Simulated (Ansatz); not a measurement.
# GaGeO: the cost of one run

Method: DFT PBE, scalar-relativistic, plane waves, PAW, in Ansatz 0.2.0.

**1. Starting point**

The structure is tetragonal, space group P4/mmm (No. 123). Conventional cell: a = 3.630 Å, b = 3.630 Å, c = 3.456 Å, α = 90.00°, β = 90.00°, γ = 90.00°. Ga (site symmetry 4/mmm) is surrounded by 2 O at 1.73 Å. Ge (site symmetry 4/mmm) has 4 O at 2.57 Å as nearest neighbours. O (site symmetry 4/mmm) is surrounded by 2 Ga at 1.73 Å.

Coordinates:

```cif
data_structure
_symmetry_space_group_name_H-M 'P4/mmm'
_symmetry_Int_Tables_number 123
_cell_length_a 3.6300
_cell_length_b 3.6300
_cell_length_c 3.4555
_cell_angle_alpha 90.000
_cell_angle_beta 90.000
_cell_angle_gamma 90.000
_cell_volume 45.53
loop_
_atom_site_label
_atom_site_type_symbol
_atom_site_symmetry_multiplicity
_atom_site_Wyckoff_symbol
_atom_site_fract_x
_atom_site_fract_y
_atom_site_fract_z
_atom_site_occupancy
Ga1 Ga 1 a 0.00000 0.00000 0.00000 1
Ge1 Ge 1 d 0.50000 0.50000 0.50000 1
O1 O 1 b 0.00000 0.00000 0.50000 1
```

A structure generator made this guess: random cell by space group and Wyckoff sites (P4/mmm, No. 123). Lengths come from tabulated atomic sizes and are only a guess.

**2. A first look at the guess**

File input.yaml:

```yaml
crystal:
  lattice:
    - [3.62995753, 0.0, 0.0]
    - [0.0, 3.62995753, 0.0]
    - [0.0, 0.0, 3.45553478]
  atoms:
    - { symbol: Ga, position: [0.0, 0.0, 0.0] }
    - { symbol: Ge, position: [0.5, 0.5, 0.5] }
    - { symbol: O, position: [0.0, 0.0, 0.5] }
basis:
  ecutwfc: 420
kpoints:
  mp_grid: { grid: [6, 6, 6] }
hamiltonian:
  xc: pbe
scf:
  occupations: { method: gaussian, width: 0.1 }
  lower_state_search: "off"
output:
  forces: true
  stress: true
  eigenvalues: true
```

The run is started by

```
> ansatz run input.yaml --threads 1 --pin off --max-ram 2560MiB --backend cpu --events-out ev --progress --plain --runs-dir out
```

What time and memory should one allow on 1 thread of Intel Xeon 6975P-C (Granite Rapids), shared host?

About 1.2 s, with a peak of 0.39 GiB.
